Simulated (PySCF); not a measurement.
**[Eu(NH3)4]3+: how settings move a single point**

Which settings matter for [Eu(NH3)4]3+? Each run alters one on purpose. It is a constructed species; whether it can be made isn't addressed.

Computed with PySCF 2.14.0. Level: PBE0, Eu lcecp-1-SVP with ECP52, N def2-SVP, H def2-SVP; scalar-relativistic core potentials, no spin–orbit coupling.

2 further runs of the same task are left out: 2 for a known fault of the program.

## (1) Where the work starts

17 atoms, charge 3, spin multiplicity 1.

Bond lengths: Eu1–N2 2.474 Å, Eu1–N6 2.474 Å, Eu1–N10 2.476 Å, Eu1–N14 2.476 Å, N2–H3 1.034 Å, N2–H4 1.034 Å, N2–H5 1.034 Å, N6–H7 1.034 Å, N6–H8 1.034 Å, N6–H9 1.034 Å, N10–H11 1.034 Å, N10–H12 1.034 Å, N10–H13 1.034 Å, N14–H15 1.034 Å, N14–H16 1.034 Å, N14–H17 1.034 Å. Angles: N2–Eu1–N6 109.7°, N2–Eu1–N10 109.4°, N2–Eu1–N14 109.4°, N6–Eu1–N10 109.4°, N6–Eu1–N14 109.4°, N10–Eu1–N14 109.3°, Eu1–N2–H3 115.7°, Eu1–N2–H4 115.5°, Eu1–N2–H5 115.5°, H3–N2–H4 102.7°, H3–N2–H5 102.7°, H4–N2–H5 102.8°, Eu1–N6–H7 115.7°, Eu1–N6–H8 115.5°, Eu1–N6–H9 115.5°, H7–N6–H8 102.7°, H7–N6–H9 102.7°, H8–N6–H9 102.8° and more.

As a file:

```xyz
17
charge 3, multiplicity 1
Eu    0.00000    0.00000    0.00459
N     1.43089    1.43089    1.42839
H     1.31054    1.31054    2.44830
H     2.44986    1.30729    1.30305
H     1.30729    2.44986    1.30305
N    -1.43089   -1.43089    1.42839
H    -1.31054   -1.31054    2.44830
H    -2.44986   -1.30729    1.30305
H    -1.30729   -2.44986    1.30305
N     1.42837   -1.42837   -1.42755
H     2.06737   -2.06737   -0.92489
H     0.92346   -2.06575   -2.06633
H     2.06575   -0.92346   -2.06633
N    -1.42837    1.42837   -1.42755
H    -2.06737    2.06737   -0.92489
H    -0.92346    2.06575   -2.06633
H    -2.06575    0.92346   -2.06633
```

Formal oxidation states: Eu +3. Each metal's 6 4f electrons lie in its core potential, so multiplicities, spins and levels count the valence alone. An earlier session relaxed this geometry at PBE0, Eu lcecp-1-SVP with ECP52, N def2-SVP, H def2-SVP (singlet, point group D2d). Its vibrations showed it to be a saddle point, relaxed within its symmetry.

The sound run used a (50, 194) grid (finer on f atoms), a threshold of 1e-8 and at most 55 cycles, and ended at -260.210817 Eh.

## (2) Try 1

The input, run.py (the lines that set the calculation):

```python
mol = gto.M(atom='''
Eu     0.00000     0.00000     0.00459
N      1.43089     1.43089     1.42839
H      1.31054     1.31054     2.44830
H      2.44986     1.30729     1.30305
H      1.30729     2.44986     1.30305
N     -1.43089    -1.43089     1.42839
H     -1.31054    -1.31054     2.44830
H     -2.44986    -1.30729     1.30305
H     -1.30729    -2.44986     1.30305
N      1.42837    -1.42837    -1.42755
H      2.06737    -2.06737    -0.92489
H      0.92346    -2.06575    -2.06633
H      2.06575    -0.92346    -2.06633
N     -1.42837     1.42837    -1.42755
H     -2.06737     2.06737    -0.92489
H     -0.92346     2.06575    -2.06633
H     -2.06575     0.92346    -2.06633''',
    basis={'Eu': 'lcecp-1-SVP', 'N': 'def2-SVP', 'H': 'def2-SVP'},
    ecp={'Eu': 'lcecp-1-SVP'},
    charge=3, spin=0)
mf = dft.RKS(mol, xc='PBE0')
mf.grids.atom_grid = (30, 86)  # f atoms: unpruned
mf = mf.density_fit()  # fitting sets: Eu AutoAux, N def2-universal-JKFIT, H def2-universal-JKFIT
mf.conv_tol = 1e-08; mf.max_cycle = 55
mf.kernel(dm0)  # dm0: free metal ions and neutral atoms
```

Started as:

```sh
> OMP_NUM_THREADS=4 python run.py
```

Output:

```text
init E= -252.920879851577
  HOMO = -1.08919860606297  LUMO = -0.668804106667086  gap/eV = 11.43952
cycle= 1 E= -259.165802633823  delta_E= -6.24  |g|= 2.25  |ddm|= 3.58
  HOMO = -0.639415040916183  LUMO = -0.506660922311843  gap/eV = 3.61242
cycle= 2 E= -258.094264038725  delta_E= 1.07  |g|=  2.9  |ddm|= 3.91
  HOMO = -0.852721010032861  LUMO = -0.486107669305414  gap/eV = 9.97606
cycle= 3 E= -260.193540847818  delta_E= -2.1  |g|= 0.231  |ddm|= 2.78
  HOMO = -0.86626730310112  LUMO = -0.551699915959535  gap/eV = 8.55981
cycle= 4 E= -260.209637347058  delta_E= -0.0161  |g|= 0.0481  |ddm|= 0.424
  HOMO = -0.858231087422207  LUMO = -0.535297512342661  gap/eV = 8.78747
cycle= 5 E= -260.210308560754  delta_E= -0.000671  |g|= 0.00313  |ddm|= 0.0681
  HOMO = -0.858415877218538  LUMO = -0.535528109251863  gap/eV = 8.78622
cycle= 6 E= -260.210310160361  delta_E= -1.6e-06  |g|= 0.00161  |ddm|= 0.0033
  HOMO = -0.85866424187966  LUMO = -0.535640269391327  gap/eV = 8.78993
cycle= 7 E= -260.210310657453  delta_E= -4.97e-07  |g|= 0.000595  |ddm|= 0.00166
  HOMO = -0.858630833246506  LUMO = -0.535684847867142  gap/eV = 8.78781
cycle= 8 E= -260.21031073495  delta_E= -7.75e-08  |g|= 1.93e-05  |ddm|= 0.000512
  HOMO = -0.85862975986402  LUMO = -0.53568125347501  gap/eV = 8.78788
cycle= 9 E= -260.210310735084  delta_E= -1.34e-10  |g|= 2.2e-06  |ddm|= 2.91e-05
  HOMO = -0.858630208737062  LUMO = -0.535682413117603  gap/eV = 8.78786
Extra cycle  E= -260.210310735084  delta_E= -2.27e-13  |g|= 1.19e-06  |ddm|= 6.49e-06
converged SCF energy = -260.210310735084
```

Run time: 7.9 s. Hardware: 4 threads of Intel Xeon Platinum 8259CL at 2.50GHz (Skylake/Cascade Lake), shared host.

Changed: the integration grid, to (30, 86). It converges in 9 cycles, +0.014 eV from the sound run, with a largest force component of 0.03 eV/Å. The setting is unsound, so these numbers aren't the compound's.

## (3) Try 2

run.py (the lines that set the calculation): that of step 2 with these lines changed.

```diff
@@ -22,5 +22,5 @@
 mf = dft.RKS(mol, xc='PBE0')
-mf.grids.atom_grid = (30, 86)  # f atoms: unpruned
+mf.grids.atom_grid = (50, 194)  # f atoms: unpruned, at least (60, 302)
 mf = mf.density_fit()  # fitting sets: Eu AutoAux, N def2-universal-JKFIT, H def2-universal-JKFIT
-mf.conv_tol = 1e-08; mf.max_cycle = 55
-mf.kernel(dm0)  # dm0: free metal ions and neutral atoms
+mf.conv_tol = 1e-08; mf.max_cycle = 58
+mf.kernel(dm0)  # dm0: core Hamiltonian
```

Started as:

```sh
> OMP_NUM_THREADS=4 python run.py
```

Output:

```text
init E= -228.506149470566
  HOMO = -0.232940355251747  LUMO = -0.215340159104714  gap/eV = 0.47893
cycle= 1 E= -234.351049117627  delta_E= -5.84  |g|= 6.56  |ddm|= 20.9
  HOMO = -2.32247056700215  LUMO = -1.41039947115108  gap/eV = 24.81872
cycle= 2 E= -243.403303605753  delta_E= -9.05  |g|= 7.85  |ddm|= 17.1
  HOMO = -1.36226726428824  LUMO = -0.935590617148445  gap/eV = 11.61046
cycle= 3 E= -258.683459547666  delta_E= -15.3  |g|=  2.6  |ddm|= 6.21
  HOMO = -1.00091143754409  LUMO = -0.625232710176799  gap/eV = 10.22274
cycle= 4 E= -259.94692289779  delta_E= -1.26  |g|= 1.11  |ddm|= 1.06
  HOMO = -0.871708212048846  LUMO = -0.550262824849178  gap/eV = 8.74697
cycle= 5 E= -260.208510764343  delta_E= -0.262  |g|= 0.105  |ddm|= 0.732
  HOMO = -0.857524245143058  LUMO = -0.535513082113906  gap/eV = 8.76237
cycle= 6 E= -260.210547615017  delta_E= -0.00204  |g|= 0.0352  |ddm|= 0.0845
  HOMO = -0.858164838137694  LUMO = -0.535413204560323  gap/eV = 8.78252
cycle= 7 E= -260.210792780047  delta_E= -0.000245  |g|= 0.0106  |ddm|= 0.0309
  HOMO = -0.858374670412445  LUMO = -0.535577467452987  gap/eV = 8.78376
cycle= 8 E= -260.210817015616  delta_E= -2.42e-05  |g|= 0.000687  |ddm|= 0.00882
  HOMO = -0.858395651576562  LUMO = -0.535518762519447  gap/eV = 8.78593
cycle= 9 E= -260.210817128755  delta_E= -1.13e-07  |g|= 0.000177  |ddm|= 0.000975
  HOMO = -0.858412756567221  LUMO = -0.535542598344626  gap/eV = 8.78574
cycle= 10 E= -260.210817136955  delta_E= -8.2e-09  |g|= 8.25e-06  |ddm|= 0.000211
  HOMO = -0.858411988304772  LUMO = -0.535541948519845  gap/eV = 8.78574
Extra cycle  E= -260.210817136973  delta_E= -1.82e-11  |g|= 4.83e-06  |ddm|= 1.77e-05
converged SCF energy = -260.210817136973
```

It took 11 s on 4 threads of Intel Xeon Platinum 8259CL at 2.50GHz (Skylake/Cascade Lake), shared host.

Changed: the starting guess (bare core Hamiltonian); the cycle limit is 58. It converges in 10 cycles, at the sound run's energy within 0.001 eV, with a largest force component of 0.01 eV/Å. The result survives the change.

## (4) Try 3

The input, run.py (the lines that set the calculation):

```python
mol = gto.M(atom='''
Eu     0.00000     0.00000     0.00482
N      1.50243     1.50243     1.49981
H      1.37606     1.37606     2.57072
H      2.57235     1.37266     1.36821
H      1.37266     2.57235     1.36821
N     -1.50243    -1.50243     1.49981
H     -1.37606    -1.37606     2.57072
H     -2.57235    -1.37266     1.36821
H     -1.37266    -2.57235     1.36821
N      1.49979    -1.49979    -1.49893
H      2.17073    -2.17073    -0.97114
H      0.96963    -2.16904    -2.16964
H      2.16904    -0.96963    -2.16964
N     -1.49979     1.49979    -1.49893
H     -2.17073     2.17073    -0.97114
H     -0.96963     2.16904    -2.16964
H     -2.16904     0.96963    -2.16964''',
    basis={'Eu': 'lcecp-1-SVP', 'N': 'def2-SVP', 'H': 'def2-SVP'},
    ecp={'Eu': 'lcecp-1-SVP'},
    charge=3, spin=0)
mf = dft.RKS(mol, xc='PBE0')
mf.grids.atom_grid = (50, 194)  # f atoms: unpruned, at least (60, 302)
mf = mf.density_fit()  # fitting sets: Eu AutoAux, N def2-universal-JKFIT, H def2-universal-JKFIT
mf.conv_tol = 1e-08; mf.max_cycle = 55
mf.kernel(dm0)  # dm0: free metal ions and neutral atoms
```

Started as:

```sh
> OMP_NUM_THREADS=4 python run.py
```

Output:

```text
init E= -252.58713890055
  HOMO = -1.04824210995285  LUMO = -0.649674031601124  gap/eV = 10.84559
cycle= 1 E= -259.090919373597  delta_E= -6.5  |g|= 2.26  |ddm|= 3.44
  HOMO = -0.618841882647014  LUMO = -0.521303234557098  gap/eV = 2.65416
cycle= 2 E= -257.429852622047  delta_E= 1.66  |g|= 3.19  |ddm|= 4.22
  HOMO = -0.824029396132223  LUMO = -0.467074149480622  gap/eV = 9.71325
cycle= 3 E= -260.154215261271  delta_E= -2.72  |g|= 0.278  |ddm|= 3.21
  HOMO = -0.843827015966492  LUMO = -0.55935571463852  gap/eV = 7.74086
cycle= 4 E= -260.1799600193  delta_E= -0.0257  |g|= 0.0582  |ddm|= 0.558
  HOMO = -0.834479089258283  LUMO = -0.538655840676955  gap/eV = 8.04976
cycle= 5 E= -260.180974370499  delta_E= -0.00101  |g|= 0.00431  |ddm|= 0.0832
  HOMO = -0.834846891958559  LUMO = -0.538883851269132  gap/eV = 8.05356
cycle= 6 E= -260.180977750772  delta_E= -3.38e-06  |g|= 0.00188  |ddm|= 0.00433
  HOMO = -0.835117344994855  LUMO = -0.539037815743847  gap/eV = 8.05673
cycle= 7 E= -260.180978338802  delta_E= -5.88e-07  |g|= 0.000994  |ddm|= 0.00218
  HOMO = -0.835090758097125  LUMO = -0.539087850973116  gap/eV = 8.05465
cycle= 8 E= -260.180978559423  delta_E= -2.21e-07  |g|= 3.72e-05  |ddm|= 0.00079
  HOMO = -0.835089358780685  LUMO = -0.539081747906516  gap/eV = 8.05478
cycle= 9 E= -260.180978559918  delta_E= -4.95e-10  |g|= 3.29e-06  |ddm|= 5.47e-05
  HOMO = -0.835090134597557  LUMO = -0.539083765553439  gap/eV = 8.05474
Extra cycle  E= -260.180978559923  delta_E= -5.12e-12  |g|= 1.86e-06  |ddm|= 1.08e-05
converged SCF energy = -260.180978559923
```

Run time: 11 s. Hardware: 4 threads of Intel Xeon Platinum 8259CL at 2.50GHz (Skylake/Cascade Lake), shared host.

Changed: the scale of all coordinates (1.05). It converges in 9 cycles, +0.812 eV from the sound run, with a largest force component of 1.83 eV/Å. The setting is unsound, so these numbers aren't the compound's.

## (5) Try 4

The input, run.py (the lines that set the calculation):

```python
mol = gto.M(atom='''
Eu     0.00000     0.00000     0.00459
N      1.43089     1.43089     1.42839
H      1.31054     1.31054     2.44830
H      2.44986     1.30729     1.30305
H      1.30729     2.44986     1.30305
N     -1.43089    -1.43089     1.42839
H     -1.31054    -1.31054     2.44830
H     -2.44986    -1.30729     1.30305
H     -1.30729    -2.44986     1.30305
N      1.42837    -1.42837    -1.42755
H      2.06737    -2.06737    -0.92489
H      0.92346    -2.06575    -2.06633
H      2.06575    -0.92346    -2.06633
N     -1.42837     1.42837    -1.42755
H     -2.06737     2.06737    -0.92489
H     -0.92346     2.06575    -2.06633
H     -2.06575     0.92346    -2.06633''',
    basis={'Eu': 'lcecp-1-SVP', 'N': 'def2-SVP', 'H': 'def2-SVP'},
    ecp={'Eu': 'lcecp-1-SVP'},
    charge=3, spin=0)
mf = dft.RKS(mol, xc='PBE0')
mf.grids.atom_grid = (50, 194)  # f atoms: unpruned, at least (60, 302)
mf = mf.density_fit()  # fitting sets: Eu AutoAux, N def2-universal-JKFIT, H def2-universal-JKFIT
mf.conv_tol = 1e-06; mf.max_cycle = 55
mf.kernel(dm0)  # dm0: free metal ions and neutral atoms
```

Started as:

```sh
> OMP_NUM_THREADS=4 python run.py
```

Output:

```text
init E= -252.921867554093
  HOMO = -1.08895575074398  LUMO = -0.668722593259972  gap/eV = 11.43513
cycle= 1 E= -259.166002204838  delta_E= -6.24  |g|= 2.25  |ddm|= 3.58
  HOMO = -0.639247789450539  LUMO = -0.506506687224983  gap/eV = 3.61207
cycle= 2 E= -258.094215095296  delta_E= 1.07  |g|=  2.9  |ddm|= 3.91
  HOMO = -0.852441510090966  LUMO = -0.485974295529782  gap/eV = 9.97208
cycle= 3 E= -260.194004137298  delta_E= -2.1  |g|= 0.232  |ddm|= 2.78
  HOMO = -0.866091718035347  LUMO = -0.551590630573508  gap/eV = 8.55801
cycle= 4 E= -260.2101404084  delta_E= -0.0161  |g|= 0.0482  |ddm|= 0.424
  HOMO = -0.857912155303276  LUMO = -0.535160528167562  gap/eV = 8.78252
cycle= 5 E= -260.210815105021  delta_E= -0.000675  |g|= 0.00303  |ddm|= 0.0682
  HOMO = -0.858228207578468  LUMO = -0.53539159167333  gap/eV = 8.78483
cycle= 6 E= -260.210816745038  delta_E= -1.64e-06  |g|= 0.00132  |ddm|= 0.00307
  HOMO = -0.858418867673562  LUMO = -0.535508473188244  gap/eV = 8.78684
cycle= 7 E= -260.210817055447  delta_E= -3.1e-07  |g|= 0.000611  |ddm|= 0.00149
  HOMO = -0.858346135541926  LUMO = -0.535554554601057  gap/eV = 8.78361
Extra cycle  E= -260.210816987647  delta_E= 6.78e-08  |g|= 0.000831  |ddm|= 0.00107
converged SCF energy = -260.210816987647
```

Wall time 11 s (4 threads of Intel Xeon Platinum 8259CL at 2.50GHz (Skylake/Cascade Lake), shared host).

Changed: the SCF threshold (1e-06). It converges in 7 cycles, at the sound run's energy within 0.001 eV, with a largest force component of 0.01 eV/Å. The result survives the change.

## (6) Try 5

run.py (the lines that set the calculation): that of step 5 with these lines changed.

```diff
@@ -20,7 +20,7 @@
     ecp={'Eu': 'lcecp-1-SVP'},
-    charge=3, spin=0)
-mf = dft.RKS(mol, xc='PBE0')
+    charge=3, spin=8)
+mf = dft.UKS(mol, xc='PBE0')
 mf.grids.atom_grid = (50, 194)  # f atoms: unpruned, at least (60, 302)
 mf = mf.density_fit()  # fitting sets: Eu AutoAux, N def2-universal-JKFIT, H def2-universal-JKFIT
-mf.conv_tol = 1e-06; mf.max_cycle = 55
+mf.conv_tol = 1e-08; mf.max_cycle = 74
 mf.kernel(dm0)  # dm0: free metal ions and neutral atoms
```

Started as:

```sh
> OMP_NUM_THREADS=4 python run.py
```

Output:

```text
init E= -253.377641135778
cycle= 1 E= -258.40850712266  delta_E= -5.03  |g|= 1.05  |ddm|= 3.18
cycle= 2 E= -257.530280438183  delta_E= 0.878  |g|= 1.41  |ddm|= 5.95
cycle= 3 E= -258.952968605285  delta_E= -1.42  |g|= 0.317  |ddm|= 5.77
cycle= 4 E= -259.070077940964  delta_E= -0.117  |g|= 0.143  |ddm|= 2.08
cycle= 5 E= -259.086597721605  delta_E= -0.0165  |g|= 0.0426  |ddm|= 0.503
cycle= 6 E= -259.08822924246  delta_E= -0.00163  |g|= 0.0194  |ddm|= 0.227
cycle= 7 E= -259.088547155478  delta_E= -0.000318  |g|= 0.00533  |ddm|= 0.0965
cycle= 8 E= -259.088570109791  delta_E= -2.3e-05  |g|= 0.0017  |ddm|= 0.0278
cycle= 9 E= -259.088573428849  delta_E= -3.32e-06  |g|= 0.000498  |ddm|= 0.00753
cycle= 10 E= -259.088574252566  delta_E= -8.24e-07  |g|= 0.000288  |ddm|= 0.00597
cycle= 11 E= -259.088574374397  delta_E= -1.22e-07  |g|= 0.000132  |ddm|= 0.00215
cycle= 12 E= -259.088574395119  delta_E= -2.07e-08  |g|= 1.52e-05  |ddm|= 0.000714
cycle= 13 E= -259.088574396012  delta_E= -8.93e-10  |g|= 4e-06  |ddm|= 0.000214
Extra cycle  E= -259.088574396072  delta_E= -6.07e-11  |g|= 2.33e-06  |ddm|= 3.92e-05
converged SCF energy = -259.088574396072  <S^2> = 20.010121  2S+1 = 9.0022487
```

It took 20 s on 4 threads of Intel Xeon Platinum 8259CL at 2.50GHz (Skylake/Cascade Lake), shared host.

Changed: the spin (8 unpaired electrons); the cycle limit is 74. It converges in 13 cycles, +30.538 eV from the sound run, with a largest force component of 4.04 eV/Å. The setting is unsound, so these numbers aren't the compound's.

## (7) Results

| run | changed | ending | energy change (eV) | cycles | time | usable |
| --- | --- | --- | --- | --- | --- | --- |
| 1 | the integration grid | converged | +0.014 | 9 | 7.9 s | no |
| 2 | the starting guess | converged | 0.000 | 10 | 11 s | yes |
| 3 | the scale of all coordinates | converged | +0.812 | 9 | 11 s | no |
| 4 | the SCF threshold | converged | 0.000 | 7 | 11 s | yes |
| 5 | the spin | converged | +30.538 | 13 | 20 s | no |

2 of 5 altered runs give a usable result. 3 ended normally with numbers unfit to quote.
